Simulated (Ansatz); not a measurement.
Crystal: CsLiCr2Te2S3.

```
Cs Li Cr Te S
1.0
     7.28959   -2.10433    0.01772
     7.28959    2.10433    0.01772
    -2.53315    0.00000    7.28100
Cs Li Cr Te S
1 1 2 2 3
Direct
  0.50000 0.50000 0.00000
  0.00000 0.00000 0.50000
  0.32870 0.32870 0.43300
  0.67130 0.67130 0.56700
  0.80672 0.80672 0.17427
  0.19328 0.19328 0.82573
  0.16358 0.16358 0.39713
  0.83642 0.83642 0.60287
  0.50000 0.50000 0.50000
```

The cell was built by a generator and needn't be a form met in nature.

| Item | Value |
| --- | --- |
| Program | Ansatz 0.2.0 |
| Task | relaxation of cell and atoms |
| Functional | r2SCAN |
| Dispersion | D4 |
| Potentials or basis | Ansatz PAW |
| Cutoff | 500 eV (not typed: the program's choice for these potentials) |
| k mesh | 5 × 5 × 3 |
| Occupations | fermi-dirac, width 0.05 eV |
| Spin | collinear spin, ferromagnetic start |
| Starting moments | [0.0, 0.0, 3.0, 3.0, 0.0, 0.0, 0.0, 0.0, 0.0] μB |

At the start: volume 24.84 Å³/atom.

Where does the relaxation end?

It ends after 9 steps and the volume is 23.98 Å³/atom (-3.5 %); space group C2/m (No. 12, to 0.05 Å); moment 5.97 μB per cell.

Step by step:
| step | energy change (eV) | largest force (eV/Å) | volume (Å³) |
| --- | --- | --- | --- |
| 1 | 0.0000 | 0.1919 | 223.57 |
| 2 | -0.0301 | 0.1080 | 219.56 |
| 3 | -0.0454 | 0.0802 | 215.35 |
| 4 | -0.0504 | 0.0532 | 216.07 |
| 5 | -0.0536 | 0.0194 | 216.16 |
| 6 | -0.0543 | 0.0372 | 216.09 |
| 7 | -0.0550 | 0.0151 | 215.82 |
| 8 | -0.0550 | 0.0033 | 215.82 |
| 9 | -0.0539 | 0.0032 | 215.82 |

Final structure:
```
CELL_PARAMETERS angstrom
7.32621 -2.07992 -0.06587
7.32621 2.07992 -0.06587
-2.62894 0.00000 7.10519
ATOMIC_POSITIONS crystal
Cs 0.50000 0.50000 0.00000
Li 0.00000 0.00000 0.50000
Cr 0.32679 0.32679 0.43375
Cr 0.67321 0.67321 0.56625
Te 0.81116 0.81116 0.16325
Te 0.18884 0.18884 0.83675
S 0.15985 0.15985 0.38126
S 0.84015 0.84015 0.61874
S 0.50000 0.50000 0.50000
```

Caveat: the magnetic or orbital state may not be the lowest; the plane-wave basis is chosen anew once the cell has moved, so the energies of steps on either side of that aren't comparable; only a ferromagnetic start was run, and an antiferromagnetic order may lie lower in energy; pairwise dispersion overbinds metals, which lowers pressure and volume; the PAW data sets come from PBE, with cores solved anew for the run's functional, which leaves a small shift of forces and pressure.
